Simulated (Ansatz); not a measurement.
This was printed by a script on the Ansatz DFT code, driven from Python, for a calculation of the elastic constants of AlRu, space group Pm-3m. What did the script look like? Settings: PBE, PAW, the default cutoff (420 eV here), 15×15×15 k-points, cold smearing of 0.05 eV.

```xyz
2
Lattice="2.9916 0.0000 0.0000 0.0000 2.9916 0.0000 0.0000 0.0000 2.9916" Properties=species:S:1:pos:R:3 pbc="T T T"
Al    0.0000    0.0000    0.0000
Ru    1.4958    1.4958    1.4958
```

```console
$ python alru.py
DeckWarning: basis.ecutwfc = 420 eV, auto-derived from the records' recommended cutoffs: set by Al (normal level)
[[325.  159.4 159.4   0.    0.    0. ]
 [159.4 325.  159.4   0.    0.    0. ]
 [159.4 159.4 325.    0.    0.    0. ]
 [  0.    0.    0.  126.8   0.    0. ]
 [  0.    0.    0.    0.  126.8   0. ]
 [  0.    0.    0.    0.    0.  126.8]]
Voigt stress of the unstrained cell (GPa, tension positive): [-2.489 -2.489 -2.489  0.     0.     0.   ]
smallest eigenvalue of C: 126.8 GPa; tensor positive definite: True
Voigt K 214.6 G 109.2; Reuss K 214.6 G 104.6; universal anisotropy index 0.221
```
(Warnings from the package without file and line.)

One script that gives this output:

`alru.py`:
```python
"""Stiffness tensor and moduli of AlRu."""

import ansatz as az
import numpy as np

system = (
    az.Lattice.cubic(2.9916)
    .space_group(221)
    .atom("Al", (0.0, 0.0, 0.0))
    .atom("Ru", (0.5, 0.5, 0.5))
)

calc = system.calculation().functional("pbe").occupations("cold", width=0.05).kpoints(15, 15, 15)
outcome = calc.elastic("clamped_ion").run()
elastic = outcome.elastic

print(np.array2string(np.round(elastic.c_gpa, 1) + 0.0, suppress_small=True))
print("Voigt stress of the unstrained cell (GPa, tension positive):", np.round(elastic.sigma0_gpa, 3) + 0.0)
print("smallest eigenvalue of C:", round(elastic.stability.min_eigenvalue_gpa, 1), "GPa; tensor positive definite:", elastic.stability.min_eigenvalue_gpa > 0)
# averaged moduli need a positive definite tensor
if elastic.stability.min_eigenvalue_gpa > 0:
    m = elastic.moduli
    anisotropy = 5 * m.g_voigt_gpa / m.g_reuss_gpa + m.k_voigt_gpa / m.k_reuss_gpa - 6
    print(f"Voigt K {m.k_voigt_gpa:.1f} G {m.g_voigt_gpa:.1f}; Reuss K {m.k_reuss_gpa:.1f} G {m.g_reuss_gpa:.1f}; universal anisotropy index {anisotropy:.3f}")
```

What to keep in mind:
- The run is spin-unpolarised.
- The cell isn't relaxed first, so the values belong to this volume.
- A positive definite tensor excludes instabilities under uniform strain alone; phonons elsewhere in the zone can still be imaginary.
- The cell stands under 2.5 GPa at these settings.
- The structure is a deposited one; some such entries were measured under pressure or heat, so a shift against it needn't be the functional's error alone.
- Shear constants of a metal converge slowly with the k-point mesh and can be wrong in sign on a coarse one; the constants belong to the cell that was strained.
- Run time: 46 s on 1 thread of Arm Neoverse V2, on a shared host, peak memory 0.52 GiB.

(A comment or docstring line of the script was reworded after the run, the code is as it ran.)
